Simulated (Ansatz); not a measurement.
# CH6Cl2GaN: how energies converge with the basis set

Aim: see how fast density functionals converge with the basis set for CH6Cl2GaN.

Computed with Ansatz 0.2.0, Gaussian basis. Level: one geometry, several basis sets.

The runs, in order: PBE0-D4/def2-SVP; ωB97M-V/def2-SVP; PBE0-D4/def2-QZVPP; ωB97M-V/def2-QZVPP; the functionals' def2-TZVPP values are taken from earlier runs.

### 1 Structure used throughout

All runs share one geometry, relaxed beforehand with PBE0-D4 in a triple-zeta def2 set.

11 atoms, charge 0, spin multiplicity 1.

Atoms are counted from 1 here; the program's logs count them from 0.

Bond lengths: C1–Ga2 1.957 Å, C1–H6 1.091 Å, C1–H7 1.092 Å, C1–H8 1.092 Å, Ga2–N3 2.103 Å, Ga2–Cl4 2.187 Å, Ga2–Cl5 2.187 Å, N3–H9 1.016 Å, N3–H10 1.015 Å, N3–H11 1.014 Å. Angles: Ga2–C1–H6 109.6°, Ga2–C1–H7 110.9°, Ga2–C1–H8 110.9°, H6–C1–H7 108.1°, H6–C1–H8 108.1°, H7–C1–H8 109.2°, C1–Ga2–N3 109.1°, C1–Ga2–Cl4 119.1°, C1–Ga2–Cl5 119.1°, N3–Ga2–Cl4 95.4°, N3–Ga2–Cl5 95.4°, Cl4–Ga2–Cl5 112.4°, Ga2–N3–H9 105.7°, Ga2–N3–H10 112.8°, Ga2–N3–H11 112.9°, H9–N3–H10 108.0°, H9–N3–H11 108.0°, H10–N3–H11 109.2°.

Geometry (Å):

```
C    -1.6488    0.2617    0.5721
Ga   -0.0511    0.5692   -0.5148
N     1.4391   -0.8039    0.0461
Cl   -0.0734   -0.0006   -2.6259
Cl    1.1611    2.3514   -0.1449
H    -2.4258    0.9738    0.2901
H    -2.0392   -0.7454    0.4144
H    -1.4310    0.4008    1.6327
H     2.2363   -0.6026   -0.5501
H     1.7326   -0.6930    1.0109
H     1.1656   -1.7682   -0.1103
```

### 2 PBE0-D4 in def2-SVP

in.yaml

```yaml
crystal:
  periodic: [false, false, false]
  atoms:
    - {symbol: C, position_ang: [-1.648766, 0.261655, 0.572142]}
    - {symbol: Ga, position_ang: [-0.051103, 0.569210, -0.514756]}
    - {symbol: N, position_ang: [1.439146, -0.803918, 0.046104]}
    - {symbol: Cl, position_ang: [-0.073402, -0.000604, -2.625866]}
    - {symbol: Cl, position_ang: [1.161071, 2.351374, -0.144903]}
    - {symbol: H, position_ang: [-2.425817, 0.973831, 0.290129]}
    - {symbol: H, position_ang: [-2.039166, -0.745430, 0.414408]}
    - {symbol: H, position_ang: [-1.431024, 0.400816, 1.632700]}
    - {symbol: H, position_ang: [2.236261, -0.602562, -0.550066]}
    - {symbol: H, position_ang: [1.732593, -0.693031, 1.010894]}
    - {symbol: H, position_ang: [1.165607, -1.768243, -0.110287]}
basis:
  gaussian: {orbitals: def2-SVP}
hamiltonian: {xc: pbe0, dispersion: d4}
output: {orbitals: {seedname: orbitals}}
```

Run with:

```sh
> ansatz run in.yaml --threads 4 --pin off --events-out ev --progress --plain --max-ram 11315MiB
```

Further steps of the session: ωB97M-V in def2-SVP; PBE0-D4 in def2-QZVPP; ωB97M-V in def2-QZVPP.

**Question.** What will the summary of the whole plan be? Wanted: PBE0-D4: double and triple zeta above quadruple; ωB97M-V: double and triple zeta above quadruple.

The runs gave:

| quantity | value |
| --- | --- |
| PBE0-D4: double and triple zeta above quadruple | 20.44, 2.07 eV |
| ωB97M-V: double and triple zeta above quadruple | 20.39, 2.00 eV |

**Reading.** PBE0-D4 gains 18.37 eV from double to triple zeta, then 2.07 eV more. These are total energies; as a rule much of such shifts cancels in differences, which this series doesn't test. The LUMO of ωB97M-V is positive and keeps falling with the basis (1.80 to 0.68 eV): an unbound level that the basis holds in place.
